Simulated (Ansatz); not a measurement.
# PBE0/6-311+G(d,p) run of CH2FNSi (SMILES FC1=N[SiH2]1)

Aim: the vertical ionisation energy of CH2FNSi at PBE0/6-311+G**, from 2 runs. 

Program for the calculation: Ansatz 0.2.0.

93 further runs of the same task are left out: 93 set aside as unsound or not needed.

### Step 1. The structure to begin with

The species is CH2FNSi (6 atoms), meant as a singlet with charge 0. As SMILES, `FC1=N[SiH2]1`. The shape is that of a PBE0-D4/def2-TZVP optimisation.

Bond lengths: F1–C2 1.313 Å, C2–N3 1.261 Å, C2–Si4 1.766 Å, N3–Si4 1.801 Å, Si4–H5 1.477 Å, Si4–H6 1.477 Å. Angles: F1–C2–N3 128.8°, F1–C2–Si4 160.4°, N3–C2–Si4 70.8°, C2–N3–Si4 67.8°, C2–Si4–N3 41.4°, C2–Si4–H5 122.2°, C2–Si4–H6 122.2°, N3–Si4–H5 118.8°, N3–Si4–H6 118.8°, H5–Si4–H6 113.7°.

### Step 2. The energy at PBE0/6-311+G(d,p)

The input, molecule.yaml:

```yaml
crystal:
  periodic: [false, false, false]
  atoms:
    - symbol: F
      position_ang: [1.423100, -1.608300, 0.851500]
    - symbol: C
      position_ang: [0.513000, -0.815400, 0.333600]
    - symbol: "N"
      position_ang: [-0.624100, -1.110900, -0.124500]
    - symbol: Si
      position_ang: [-0.284400, 0.654600, -0.233900]
    - symbol: H
      position_ang: [0.001700, 1.243400, -1.557500]
    - symbol: H
      position_ang: [-0.987300, 1.572700, 0.684600]
basis:
  gaussian: {orbitals: 6-311+G_st__st_-spherical.json}
hamiltonian: {xc: {name: PBE0}}
accuracy: high
output: {orbitals: {seedname: orbitals}}
```

The basis set 6-311+G** is read from a file made from the Basis Set Exchange's data (not shown).

Command:

```bash
$ ansatz run molecule.yaml --threads 1 --pin off --max-ram 3480MiB --events-out events.jsonl --progress --plain --runs-dir runs
```

The program printed:

```text
Warning: RAYON_NUM_THREADS=1 ignored (pool sized by the plan → 1); use --threads N
Functional definition: PBE0
  name "PBE0"
  parameter a = 0.25
  parameter kappa = 0.804
  parameter beta = 0.06672455060314922
  exchange = (1 - a)*pbe_x(kappa = kappa, mu = beta*pi^2/3) + a*exact_x
  correlation = pbe_c(beta = beta)
1948 factors; integrals over basis functions are off by at most 3.8e-9 eV
mean field evaluation 1: about -13138.3419 eV, gradient 5.6e1 eV
mean field evaluation 2: about -13117.3655 eV, gradient 1.0e2 eV
mean field evaluation 4: about -13144.5925 eV, gradient 7.6e0 eV
mean field evaluation 8: about -13144.8935 eV, gradient 9.6e-1 eV
mean field evaluation 16: about -13144.8956 eV, gradient 1.4e-4 eV
mean field -13144.89561257 eV, -483.0660038317 hartree, gradient 2.9e-8 eV, S^2 0.000000; 0 other end points of the search recorded, 0 dependent functions left out
reference -13144.89561677 eV, -483.0660039859 hartree; 19, 19 occupied and 89, 89 virtual orbitals, 1948 factors
Total energy: -13144.89561677 eV, -483.0660039859 hartree
```

Run time: 8.1 s. Hardware: 1 thread of Arm Neoverse V1, shared host; peak memory 0.32 GiB.

### Step 3. The doublet cation

The input, job.yaml:

```yaml
basis:
  gaussian: {orbitals: 6-311+G_st__st_-spherical.json}
crystal:
  periodic: [false, false, false]
  atoms:
    - {symbol: F, position_ang: [1.423100, -1.608300, 0.851500]}
    - {symbol: C, position_ang: [0.513000, -0.815400, 0.333600]}
    - {symbol: "N", position_ang: [-0.624100, -1.110900, -0.124500]}
    - {symbol: Si, position_ang: [-0.284400, 0.654600, -0.233900]}
    - {symbol: H, position_ang: [0.001700, 1.243400, -1.557500]}
    - {symbol: H, position_ang: [-0.987300, 1.572700, 0.684600]}
total_charge: 1
magnetization: {spin_polarized: true, initial_magnetization: 1}
hamiltonian: {xc: pbe0}
accuracy: high
output: {orbitals: {seedname: orbitals}}
```

The basis set 6-311+G** is read from a file made from the Basis Set Exchange's data (not shown).

Command:

```bash
$ ansatz run job.yaml --threads 1 --pin off --max-ram 3480MiB --events-out events.jsonl --progress --plain --runs-dir runs
```

The program printed:

```text
Warning: RAYON_NUM_THREADS=1 ignored (pool sized by the plan → 1); use --threads N
Functional definition: PBE0
  name "PBE0"
  parameter a = 0.25
  parameter kappa = 0.804
  parameter beta = 0.06672455060314922
  exchange = (1 - a)*pbe_x(kappa = kappa, mu = beta*pi^2/3) + a*exact_x
  correlation = pbe_c(beta = beta)
1948 factors; integrals over basis functions are off by at most 3.8e-9 eV
mean field evaluation 1: about -13115.9988 eV, gradient 6.0e1 eV
mean field evaluation 2: about -12983.5785 eV, gradient 1.5e2 eV
mean field evaluation 4: about -13134.0724 eV, gradient 1.3e1 eV
mean field evaluation 8: about -13134.7669 eV, gradient 1.0e0 eV
mean field evaluation 16: about -13134.9652 eV, gradient 5.9e-3 eV
mean field evaluation 32: about -13134.9652 eV, gradient 4.6e-8 eV
mean field -13134.96519948 eV, -482.7010678818 hartree, gradient 4.6e-8 eV, S^2 0.756184; 0 other end points of the search recorded, 0 dependent functions left out
reference -13134.96520534 eV, -482.7010680969 hartree; 19, 18 occupied and 89, 90 virtual orbitals, 1948 factors
Total energy: -13134.96520534 eV, -482.7010680969 hartree
```

Run time: 14 s. Hardware: 1 thread of Arm Neoverse V1, shared host; peak memory 0.44 GiB.

### Step 4. Outcome

At PBE0/6-311+G**:

```
                                          quantity          value
                     singlet CH2FNSi: total energy  -483.06600 Eh
                      singlet CH2FNSi: HOMO energy       -7.66 eV
                      singlet CH2FNSi: LUMO energy       -1.26 eV
                    singlet CH2FNSi: HOMO–LUMO gap        6.40 eV
                      doublet cation: total energy  -482.70107 Eh
doublet cation: HOMO energy (highest over α and β)      -16.09 eV
 doublet cation: LUMO energy (lowest over α and β)      -12.20 eV
                              doublet cation: ⟨S²⟩          0.756
vertical ionisation energy (to the doublet cation)       9.930 eV
```

In words: The vertical ionisation energy comes to 9.93 eV (958 kJ/mol). The negative HOMO energy of the first species, 7.66 eV, lies 2.27 eV below that difference.
